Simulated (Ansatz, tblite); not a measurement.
**Ge13H20 off sphere (Ge13H20): spin states and exact exchange**

Is the singlet the ground state of Ge13H20 off sphere (Ge13H20)? Other spin states are computed and compared level by level.

Method: as each input shows; program: Ansatz 0.2.0, Gaussian basis.

Levels to be run: triplet, at the geometry of the singlet (GFN1-xTB, GFN2-xTB, PBE0-D4/def2-TZVP, PBE-D4/def2-TZVP); the singlet's energies come from earlier runs.

**1. The relaxed structure**

The geometry is that of the singlet, from an earlier relaxation (PBE-D4/def2-SVP).

33 atoms, charge 0, spin multiplicity 1.

Bond lengths: Ge1–Ge9 2.450 Å, Ge1–Ge10 2.449 Å, Ge1–H14 1.558 Å, Ge1–H15 1.558 Å, Ge2–Ge8 2.445 Å, Ge2–Ge11 2.445 Å, Ge2–H16 1.558 Å, Ge2–H17 1.555 Å, Ge3–Ge9 2.446 Å, Ge3–Ge12 2.446 Å, Ge3–H18 1.559 Å, Ge3–H19 1.556 Å, Ge4–Ge8 2.448 Å, Ge4–Ge9 2.448 Å, Ge4–Ge13 2.450 Å, Ge4–H20 1.563 Å, Ge5–Ge10 2.447 Å, Ge5–Ge13 2.448 Å and more. Angles: Ge9–Ge1–Ge10 109.8°, Ge9–Ge1–H14 109.7°, Ge9–Ge1–H15 110.1°, Ge10–Ge1–H14 110.0°, Ge10–Ge1–H15 109.4°, H14–Ge1–H15 107.9°, Ge8–Ge2–Ge11 112.1°, Ge8–Ge2–H16 109.1°, Ge8–Ge2–H17 109.4°, Ge11–Ge2–H16 109.1°, Ge11–Ge2–H17 109.4°, H16–Ge2–H17 107.7°, Ge9–Ge3–Ge12 109.5°, Ge9–Ge3–H18 108.5°, Ge9–Ge3–H19 111.2°, Ge12–Ge3–H18 108.5°, Ge12–Ge3–H19 111.2°, H18–Ge3–H19 107.8° and more.

**2. Triplet at the fixed geometry, GFN1-xTB**

Tight binding, by tblite at 300 K electronic temperature and without a spin-polarisation term:

```python
tblite.interface.Calculator('GFN1-xTB', numbers, positions, charge=0, uhf=2).singlepoint()
```

Energy -884.8514 eV; 0.22 s.

**3. Triplet at the fixed geometry, GFN2-xTB**

Tight binding, by tblite at 300 K electronic temperature and without a spin-polarisation term:

```python
tblite.interface.Calculator('GFN2-xTB', numbers, positions, charge=0, uhf=2).singlepoint()
```

Energy -958.9124 eV; 0.2 s.

**4. Triplet at the fixed geometry, PBE0-D4/def2-TZVP**

The input, in.yaml:

```yaml
crystal:
  periodic: [false, false, false]
  atoms:
    - {symbol: Ge, position_ang: [0.684453, -3.528166, 0.548871]}
    - {symbol: Ge, position_ang: [-2.352144, 2.354179, -2.240860]}
    - {symbol: Ge, position_ang: [0.835282, -0.837266, -2.334811]}
    - {symbol: Ge, position_ang: [-2.116569, -0.695315, 0.436103]}
    - {symbol: Ge, position_ang: [0.675452, -0.677232, 3.329517]}
    - {symbol: Ge, position_ang: [0.694206, 2.115687, 0.436858]}
    - {symbol: Ge, position_ang: [3.527940, -0.680946, 0.548547]}
    - {symbol: Ge, position_ang: [-3.592159, 0.724684, -0.904999]}
    - {symbol: Ge, position_ang: [-0.687598, -2.138622, -0.930636]}
    - {symbol: Ge, position_ang: [2.103990, -2.102213, 1.944666]}
    - {symbol: Ge, position_ang: [-0.724988, 3.593889, -0.902003]}
    - {symbol: Ge, position_ang: [2.136137, 0.687444, -0.932126]}
    - {symbol: Ge, position_ang: [-0.712789, 0.711420, 1.868375]}
    - {symbol: H, position_ang: [1.568142, -4.489117, -0.301800]}
    - {symbol: H, position_ang: [-0.228779, -4.400490, 1.461073]}
    - {symbol: H, position_ang: [-3.356212, 3.357746, -2.882018]}
    - {symbol: H, position_ang: [-1.615754, 1.619559, -3.396968]}
    - {symbol: H, position_ang: [1.818367, -1.819766, -3.040074]}
    - {symbol: H, position_ang: [0.060675, -0.063631, -3.440115]}
    - {symbol: H, position_ang: [-2.997411, -1.614416, 1.342158]}
    - {symbol: H, position_ang: [-0.231850, -1.553796, 4.244106]}
    - {symbol: H, position_ang: [1.548957, 0.229523, 4.247531]}
    - {symbol: H, position_ang: [1.614823, 2.994324, 1.343528]}
    - {symbol: H, position_ang: [4.491626, -1.563478, -0.300188]}
    - {symbol: H, position_ang: [4.397357, 0.235179, 1.460631]}
    - {symbol: H, position_ang: [-4.485875, -0.150542, -1.834163]}
    - {symbol: H, position_ang: [-4.536041, 1.497220, 0.065048]}
    - {symbol: H, position_ang: [-1.579714, -3.051059, -1.829744]}
    - {symbol: H, position_ang: [2.998140, -2.995071, 2.860538]}
    - {symbol: H, position_ang: [0.150751, 4.489415, -1.828912]}
    - {symbol: H, position_ang: [-1.498795, 4.535696, 0.068990]}
    - {symbol: H, position_ang: [3.046879, 1.580291, -1.832237]}
    - {symbol: H, position_ang: [-1.636499, 1.634871, 2.725126]}
basis:
  gaussian: {orbitals: def2-TZVP, fitting: {mean_field: def2-universal-jkfit}}
magnetization: {spin_polarized: true, initial_magnetization: 2}
hamiltonian: {xc: pbe0, dispersion: d4}
scf: {omitted_lower_state_checks: [starts]}
output: {orbitals: {seedname: orbitals}}
```

The run is started by

```console
> ansatz run in.yaml --threads 4 --pin off --events-out ev --progress --plain --max-ram 66560MiB --backend cuda --devices 0, --max-vram 37GiB
```

Output:

```text
Functional definition: PBE0
  name "PBE0"
  cite "Adamo & Barone, J. Chem. Phys. 110, 6158 (1999) doi:10.1063/1.478522"
  cite "Perdew, Burke & Ernzerhof, Phys. Rev. Lett. 77, 3865 (1996) doi:10.1103/PhysRevLett.77.3865"
  parent pbe
  parameter a = 0.25
  parameter kappa = 0.804
  parameter beta = 0.06672455060314922
  exchange = (1 - a)*pbe_x(kappa = kappa, mu = beta*pi^2/3) + a*exact_x
  correlation = pbe_c(beta = beta)
these checks for a lower state are left out or cut short: starts
3818 factors; integrals over basis functions are off by at most 6.2e-1 eV
mean field evaluation 1: about -734970.2919 eV, gradient 3.8e1 eV
mean field evaluation 2: about -734969.5094 eV, gradient 4.1e1 eV
mean field evaluation 4: about -734972.6889 eV, gradient 3.9e0 eV
mean field evaluation 8: about -734972.7826 eV, gradient 2.6e-1 eV
mean field evaluation 16: about -734972.8207 eV, gradient 1.6e-1 eV
mean field evaluation 32: about -734972.8922 eV, gradient 3.2e-2 eV
mean field -734972.89439654 eV, -27009.7556865521 hartree, gradient 8.7e-6 eV, S^2 2.005852; 0 other end points of the search recorded, 0 dependent functions left out
reference -734972.89446558 eV, -27009.7556890893 hartree; 219, 217 occupied and 525, 527 virtual orbitals, 3818 factors
Total energy: -734974.61242415 eV, -27009.8188229022 hartree
Checks for a lower state left out: starts
```

It took 64 s on 1 × H100 (card shared with other runs) with 4 threads of AMD EPYC 7R13, shared host; peak host memory 1.4 GiB.

Report: HOMO -2.31 eV, LUMO -5.86 eV (over both spins; with the spin held, an empty level of the minority spin lies below the top filled one); ⟨S²⟩ 2.006 (pure: 2.00).

**5. Triplet at the fixed geometry, PBE-D4/def2-TZVP**

start.molden holds the orbitals of an earlier run on this state, given as this run's starting guess.

Edit in.yaml of step 4 so:

```diff
@@ -37,5 +37,5 @@
 basis:
-  gaussian: {orbitals: def2-TZVP, fitting: {mean_field: def2-universal-jkfit}}
+  gaussian: {orbitals: def2-TZVP, fitting: {mean_field: def2-universal-jkfit}, initial_orbitals: start.molden}
 magnetization: {spin_polarized: true, initial_magnetization: 2}
-hamiltonian: {xc: pbe0, dispersion: d4}
+hamiltonian: {xc: pbe, dispersion: d4}
 scf: {omitted_lower_state_checks: [starts]}
```

The command is unchanged.

Output:

```text
Functional definition: PBE
  name "PBE"
  cite "Perdew, Burke & Ernzerhof, Phys. Rev. Lett. 77, 3865 (1996) doi:10.1103/PhysRevLett.77.3865"
  parent pbe
  parameter kappa = 0.804
  parameter beta = 0.06672455060314922
  exchange = pbe_x(kappa = kappa, mu = beta*pi^2/3)
  correlation = pbe_c(beta = beta)
these checks for a lower state are left out or cut short: starts
3818 factors; integrals over basis functions are off by at most 6.2e-1 eV
mean field evaluation 1: about -734952.7851 eV, gradient 2.0e1 eV
mean field evaluation 2: about -734953.4916 eV, gradient 8.5e-1 eV
mean field evaluation 4: about -734953.5068 eV, gradient 2.1e-1 eV
mean field evaluation 8: about -734953.5170 eV, gradient 1.3e-1 eV
mean field evaluation 16: about -734953.5174 eV, gradient 3.1e-2 eV
mean field evaluation 32: about -734953.5175 eV, gradient 7.5e-4 eV
mean field -734953.51750259 eV, -27009.0435988336 hartree, gradient 4.2e-6 eV, S^2 2.002540; 0 other end points of the search recorded, 0 dependent functions left out
reference -734953.51759100 eV, -27009.0436020824 hartree; 219, 217 occupied and 525, 527 virtual orbitals, 3818 factors
Total energy: -734955.41131178 eV, -27009.1131950375 hartree
Checks for a lower state left out: starts
```

Run time: 68 s. Hardware: 1 × H100 (card shared with other runs) with 4 threads of AMD EPYC 7R13, shared host; peak host memory 1.4 GiB.

Report: HOMO -1.86 eV, LUMO -6.22 eV (over both spins; with the spin held, an empty level of the minority spin lies below the top filled one); ⟨S²⟩ 2.003 (pure: 2.00).

**6. Triplet less singlet, vertical**

The singlet's energies are those of its earlier runs, whose logs aren't repeated here.

```csv
level,"triplet less singlet, vertical (kcal/mol)",time
GFN1-xTB,+72.8,0.39 s
GFN2-xTB,+96.2,0.34 s
PBE-D4/def2-TZVP,+103.0,81 s
PBE0-D4/def2-TZVP,+115.1,80 s
```

Times add the two runs; a level without a time comes out of a correlated run. Tight binding without a spin term can't rank spin states.

**7. Results**

```
                                                quantity                                         value
triplet less singlet, vertical, functionals in def2-TZVP  +103.0 (PBE-D4) to +115.1 kcal/mol (PBE0-D4)
```

What this shows: All functionals put the triplet above the singlet, over a spread of 12.1 kcal/mol. The checks for a lower triplet were left out, so another state of that spin may lie lower. These are electronic energies, without zero-point motion, entropy or surroundings.
